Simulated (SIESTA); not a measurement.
**AlCu3 under changes of volume**

One of the cells (12.272 Å³/atom); the others are scaled copies at fixed shape and fractional positions:

```
CELL_PARAMETERS angstrom
3.66147 0.00000 0.00000
0.00000 3.66147 0.00000
0.00000 0.00000 3.66147
ATOMIC_POSITIONS crystal
Cu 0.00000 0.50000 0.50000
Cu 0.50000 0.00000 0.50000
Cu 0.50000 0.50000 0.00000
Al 0.00000 0.00000 0.00000
```

The cell comes from a database or a generator and needn't be the stable form of this composition.

* Program: SIESTA 5.4.2
* Functional: PBEsol
* Potentials or basis: PseudoDojo 0.4 standard (PBEsol files)
* Basis: DZP (energy shift 0.003 Ry; two zetas on semicore shells)
* Grid cutoff: 800 Ry
* Energy shift: 0.003 Ry
* k mesh: 7 × 7 × 7
* Occupations: fermi-dirac, width 0.05 eV
* Spin: no spin polarisation

```tsv
volume (Å³/atom)	energy over the lowest point (meV/atom)	pressure (GPa)
11.309	?	?
11.550	4.32	4.7
11.790	0.00	1.1
12.272	4.89	-4.0
12.512	12.72	-6.3
12.753	23.64	-8.2
```

What does the run at 11.309 Å³/atom give?

Energy over the lowest point 14.15 meV/atom; pressure 8.6 GPa.

Worked out: A Birch-Murnaghan fit of order 3 (a polynomial in V^(-2/3)) to the other rows has its minimum at 11.89 Å³/atom with B0 = V·E''(V) = 146 GPa and B' = 6.5. It gives 14.12 meV/atom at 11.309 Å³/atom, against the run's 14.15, and -dE/dV = 8.5 GPa, against 8.6.

Energies are extrapolated to zero smearing.

Caveats: short orbitals over semicore shells can move pressures by several GPa; the basis of atomic orbitals isn't converged, which shifts pressures, moduli and gaps.
